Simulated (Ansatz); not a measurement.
# GaH₇O₄Si: basis-set convergence

An exercise on one series of results from a longer session: the logs are not shown, and one member is left open.

The runs use Ansatz 0.2.0, Gaussian basis; one geometry, several basis sets.

Plan: PBE0-D4/def2-SVP; ωB97M-V/def2-SVP; PBE0-D4/def2-QZVPP; ωB97M-V/def2-QZVPP; the functionals' def2-TZVPP values are taken from earlier runs.

### The relaxed structure

The geometry comes from an earlier relaxation with PBE0-D4 in a triple-zeta def2 set; it is a stationary point, not always the lowest conformer.

SMILES `[OH][Ga-]([OH])([OH])[OH+][SiH3]`, 13 atoms, charge 0, spin multiplicity 1.

Atoms are counted from 1 here; the program's logs count them from 0.

Bond lengths: O1–Ga2 1.802 Å, O1–H7 0.959 Å, Ga2–O3 1.810 Å, Ga2–O4 1.788 Å, Ga2–O5 2.087 Å, O3–H8 0.958 Å, O4–H9 0.959 Å, O5–Si6 1.694 Å, O5–H10 0.967 Å, Si6–H11 1.478 Å, Si6–H12 1.473 Å, Si6–H13 1.485 Å. Angles: Ga2–O1–H7 113.0°, O1–Ga2–O3 119.4°, O1–Ga2–O4 116.7°, O1–Ga2–O5 93.6°, O3–Ga2–O4 120.1°, O3–Ga2–O5 88.1°, O4–Ga2–O5 108.0°, Ga2–O3–H8 113.9°, Ga2–O4–H9 112.9°, Ga2–O5–Si6 119.9°, Ga2–O5–H10 99.1°, Si6–O5–H10 117.8°, O5–Si6–H11 110.9°, O5–Si6–H12 105.7°, O5–Si6–H13 106.1°, H11–Si6–H12 113.4°, H11–Si6–H13 109.6°, H12–Si6–H13 110.8°.

The first run:

File in.yaml:

```yaml
crystal:
  periodic: [false, false, false]
  atoms:
    - {symbol: O, position_ang: [-1.175681, -0.801730, -1.092421]}
    - {symbol: Ga, position_ang: [-0.487806, -0.967766, 0.565275]}
    - {symbol: O, position_ang: [0.992163, -1.979722, 0.814733]}
    - {symbol: O, position_ang: [-1.596708, -0.650053, 1.931407]}
    - {symbol: O, position_ang: [0.765943, 0.687880, 0.354964]}
    - {symbol: Si, position_ang: [0.577604, 1.728331, -0.968246]}
    - {symbol: H, position_ang: [-2.131883, -0.729236, -1.095767]}
    - {symbol: H, position_ang: [1.103477, -2.672448, 0.161827]}
    - {symbol: H, position_ang: [-1.267544, -0.987778, 2.766245]}
    - {symbol: H, position_ang: [1.619614, 0.247831, 0.465429]}
    - {symbol: H, position_ang: [0.890567, 1.033847, -2.234372]}
    - {symbol: H, position_ang: [-0.810130, 2.217685, -0.895777]}
    - {symbol: H, position_ang: [1.540885, 2.838460, -0.758498]}
basis:
  gaussian: {orbitals: def2-SVP}
hamiltonian: {xc: pbe0, dispersion: d4}
output: {orbitals: {seedname: orbitals}}
```

Started as:

```
> ansatz run in.yaml --threads 4 --pin off --events-out ev --progress --plain --max-ram 11315MiB
```

Steps of the session up to this table: PBE0-D4 in def2-SVP; ωB97M-V in def2-SVP; PBE0-D4 in def2-QZVPP; ωB97M-V in def2-QZVPP.

One table of the session follows, with a row left open; its other results are not shown here.

It belongs to the step «Functionals by basis». 

```
functional       basis  HOMO (eV)
   PBE0-D4    def2-SVP      -7.95
   PBE0-D4  def2-TZVPP      -8.25
   PBE0-D4  def2-QZVPP      -8.33
   ωB97M-V    def2-SVP     -10.42
   ωB97M-V  def2-TZVPP     -10.75
   ωB97M-V  def2-QZVPP          ?
```

**Question.** Estimate the row for ωB97M-V, def2-QZVPP.

**Answer.** HOMO (eV): -10.84. In the column «HOMO (eV)» it is the lowest.
